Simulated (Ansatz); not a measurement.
**SnH3Cl (SMILES [Cl][SnH3]) at 6 levels**

Aim: a comparison of 6 runs (UHF/STO-3G, BHLYP/STO-3G, UPBE/STO-3G, UPBE0/STO-3G, wB97M-V/STO-3G, BCCD(T)/STO-3G) of SnH3Cl. 

Program for the calculation: Ansatz 0.2.0.

59 further runs of the same task are left out: 8 that didn't finish, 51 set aside as unsound or not needed.

### 1 The structure to begin with

SnH3Cl has 5 atoms, charge 0, and is taken as a singlet. As SMILES, `[Cl][SnH3]`. The H4–Sn2 distance was set to 2.550 Å, away from the relaxed value. At this shape a bond of the SMILES string is far longer than usual.

Bond lengths: Cl1–Sn2 2.334 Å, Sn2–H3 1.700 Å, Sn2–H5 1.700 Å. Angles: Cl1–Sn2–H3 106.1°, Cl1–Sn2–H5 106.1°, H3–Sn2–H5 112.7°.

### 2 The energy at UHF/STO-3G (run 1)

The input, molecule.yaml:

```yaml
crystal:
  periodic: [false, false, false]
  atoms:
    - symbol: Cl
      position_ang: [-2.016303, 1.157262, 0.925598]
    - symbol: Sn
      position_ang: [-0.008003, 0.780362, -0.201802]
    - symbol: H
      position_ang: [-0.297403, 1.187762, -1.826702]
    - symbol: H
      position_ang: [0.522700, -1.694200, 0.111100]
    - symbol: H
      position_ang: [1.141297, 1.794762, 0.533098]
basis:
  gaussian:
    orbitals: STO-3G
magnetization:
  spin_polarized: true
  initial_magnetization: 0
hamiltonian:
  xc: hf
accuracy: high
```

Launch:

```
$ ansatz run molecule.yaml --threads 1 --pin off --max-ram 2610MiB --events-out events.jsonl --progress --plain --runs-dir runs
```

Output:

```text
Warning: RAYON_NUM_THREADS=1 ignored (pool sized by the plan → 1); use --threads N
Functional definition: HF
  name "HF"
  exchange = exact_x
  correlation = 0
707 factors; integrals over basis functions are off by at most 1.6e-8 eV
mean field evaluation 1: about -174683.5953 eV, gradient 9.0e0 eV
mean field evaluation 2: about -174683.5907 eV, gradient 8.9e0 eV
mean field evaluation 4: about -174684.8468 eV, gradient 4.6e-1 eV
mean field evaluation 8: about -174684.8482 eV, gradient 7.3e-6 eV
mean field evaluation 16: about -174684.8482 eV, gradient 7.3e-6 eV
mean field evaluation 32: about -174685.5250 eV, gradient 2.3e-8 eV
mean field evaluation 64: about -174684.8040 eV, gradient 1.9e0 eV
mean field -174685.52499465 eV, -6419.5746374519 hartree, gradient 2.7e-8 eV, S^2 0.623936; 4 other end points of the search recorded, 0 dependent functions left out
reference -174685.52499465 eV, -6419.5746374519 hartree; 35, 35 occupied and 4, 4 virtual orbitals, 707 factors
Total energy: -174685.52499465 eV, -6419.5746374519 hartree
```

It took 1.9 s on 1 thread of Arm Neoverse V1, shared host; peak memory 0.13 GiB.

### 3 The energy at BHLYP/STO-3G (run 2)

The input, run.yaml:

```yaml
crystal:
  periodic: [false, false, false]
  atoms:
    - {symbol: Cl, position_ang: [-2.016303, 1.157262, 0.925598]}
    - {symbol: Sn, position_ang: [-0.008003, 0.780362, -0.201802]}
    - {symbol: H, position_ang: [-0.297403, 1.187762, -1.826702]}
    - {symbol: H, position_ang: [0.522700, -1.694200, 0.111100]}
    - {symbol: H, position_ang: [1.141297, 1.794762, 0.533098]}
basis:
  gaussian: {orbitals: STO-3G}
hamiltonian: {xc: {name: BHLYP}}
magnetization: {spin_polarized: false}
accuracy: high
```

Launch:

```
$ ansatz run run.yaml --threads 1 --pin off --max-ram 2610MiB --events-out events.jsonl --progress --plain --runs-dir runs
```

Output:

```text
Warning: RAYON_NUM_THREADS=1 ignored (pool sized by the plan → 1); use --threads N
Functional definition: BHLYP
  name "BHLYP"
  parameter a = 0.5
  exchange = (1 - a)*b88_x + a*exact_x
  correlation = lyp_c
707 factors; integrals over basis functions are off by at most 1.6e-8 eV
mean field evaluation 1: about -174762.2548 eV, gradient 1.5e1 eV
mean field evaluation 2: about -174762.9442 eV, gradient 1.1e1 eV
mean field evaluation 4: about -174763.8917 eV, gradient 1.7e-1 eV
mean field evaluation 8: about -174763.8380 eV, gradient 2.0e-3 eV
mean field -174763.83798094 eV, -6422.4525866154 hartree, gradient 3.6e-8 eV, S^2 0.000000; 0 other end points of the search recorded, 0 dependent functions left out
reference -174763.83800118 eV, -6422.4525873592 hartree; 35, 35 occupied and 4, 4 virtual orbitals, 707 factors
Total energy: -174763.83800118 eV, -6422.4525873592 hartree
```

Wall time 2.4 s (1 thread of Arm Neoverse V1, shared host); peak memory 0.13 GiB.

### 4 A single-point energy at UPBE/STO-3G (run 3)

The input, input.yaml:

```yaml
crystal:
  periodic: [false, false, false]
  atoms:
    - {symbol: Cl, position_ang: [-2.016303, 1.157262, 0.925598]}
    - {symbol: Sn, position_ang: [-0.008003, 0.780362, -0.201802]}
    - {symbol: H, position_ang: [-0.297403, 1.187762, -1.826702]}
    - {symbol: H, position_ang: [0.522700, -1.694200, 0.111100]}
    - {symbol: H, position_ang: [1.141297, 1.794762, 0.533098]}
basis:
  gaussian: {orbitals: STO-3G}
magnetization: {spin_polarized: true}
hamiltonian: {xc: {name: PBE}}
accuracy: high
```

Launch:

```
$ ansatz run input.yaml --threads 1 --pin off --max-ram 2610MiB --events-out events.jsonl --progress --plain --runs-dir runs
```

Output:

```text
Warning: RAYON_NUM_THREADS=1 ignored (pool sized by the plan → 1); use --threads N
Functional definition: PBE
  name "PBE"
  parameter kappa = 0.804
  parameter beta = 0.06672455060314922
  exchange = pbe_x(kappa = kappa, mu = beta*pi^2/3)
  correlation = pbe_c(beta = beta)
707 factors; integrals over basis functions are off by at most 1.6e-8 eV
mean field evaluation 1: about -174733.9567 eV, gradient 1.4e1 eV
mean field evaluation 2: about -174729.1545 eV, gradient 2.0e1 eV
mean field evaluation 4: about -174736.3702 eV, gradient 1.7e0 eV
mean field evaluation 8: about -174736.3104 eV, gradient 8.6e-2 eV
mean field evaluation 16: about -174736.3105 eV, gradient 9.4e-7 eV
mean field -174736.31047482 eV, -6421.4409694244 hartree, gradient 1.8e-8 eV, S^2 0.000000; 1 other end points of the search recorded, 0 dependent functions left out
reference -174736.31047676 eV, -6421.4409694957 hartree; 35, 35 occupied and 4, 4 virtual orbitals, 707 factors
Total energy: -174736.31047676 eV, -6421.4409694957 hartree
```

It took 3.9 s on 1 thread of Arm Neoverse V1, shared host; peak memory 0.15 GiB.

Runs 4 to 5 aren't shown in full; the table further down has their settings and results.

### 5 A single-point energy at BCCD(T)/STO-3G (run 6)

Changes to run.yaml since step 3:

```diff
@@ -9,5 +9,9 @@
 basis:
-  gaussian: {orbitals: STO-3G}
-hamiltonian: {xc: {name: BHLYP}}
-magnetization: {spin_polarized: false}
+  gaussian:
+    orbitals: STO-3G
+correlation:
+  method: bccd_t
+  frozen_orbitals: {Cl: 5, H: 0, Sn: 18}
 accuracy: high
+scf:
+  omitted_lower_state_checks: [cluster_reference, increment]
```

Launch:

```
$ ansatz run run.yaml --threads 1 --pin off --max-ram 2610MiB --events-out events.jsonl --progress --plain --runs-dir runs
```

Output:

```text
Warning: RAYON_NUM_THREADS=1 ignored (pool sized by the plan → 1); use --threads N
[... 11 lines left out ...]
23 core orbitals not correlated: weight in the atoms' cores, before any rotation towards them, 1.000 or more for the frozen orbitals, at most 0.000 for the correlated occupied ones
[... 27 lines left out ...]
Total energy: -174687.63646150 eV, -6419.6522324273 hartree
Checks for a lower state left out: cluster_reference, increment
```

Run time: 0.93 s. Hardware: 1 thread of Arm Neoverse V1, shared host; peak memory 0.098 GiB.

### 6 The series

| run | level | frozen core orbitals | energy (Eh) | wall time |
| --- | --- | --- | --- | --- |
| 1 | UHF/STO-3G | – | -6419.574637 | 1.9 s |
| 2 | BHLYP/STO-3G | – | -6422.452587 | 2.4 s |
| 3 | UPBE/STO-3G | – | -6421.440969 | 3.9 s |
| 4 | UPBE0/STO-3G | – | -6421.842315 | 5.1 s |
| 5 | wB97M-V/STO-3G | – | -6422.405447 | 29 s |
| 6 | BCCD(T)/STO-3G | 23 | -6419.652232 | 0.93 s |

### 7 Results

| quantity | value |
| --- | --- |
| run 6: total energy | -6419.65223 Eh |
| run 6: correlation energy (23 core orbitals frozen) | -102.5 mEh |
| run 6: (T) correction | -1.43 mEh |

In words: Totals of different functionals can't be ranked against each other. In run 6 the log says that unrestricted orbitals would lower the reference, so the values rest on an unstable closed-shell determinant (other closed-shell runs at this shape may share the fault). In runs 1, 2, 3, 4, 5, 6 the basis is minimal, so the values are rough. In runs 1, 2, 3, 4, 5, 6 relativity is left out where basis or elements ask for it. Spin contamination of the reference: run 1 ⟨S²⟩ = 0.62. Where it is this large, the reference is a mixture of spin states, and values that rest on it are in doubt. All runs together took 43 s, the longest 29 s.
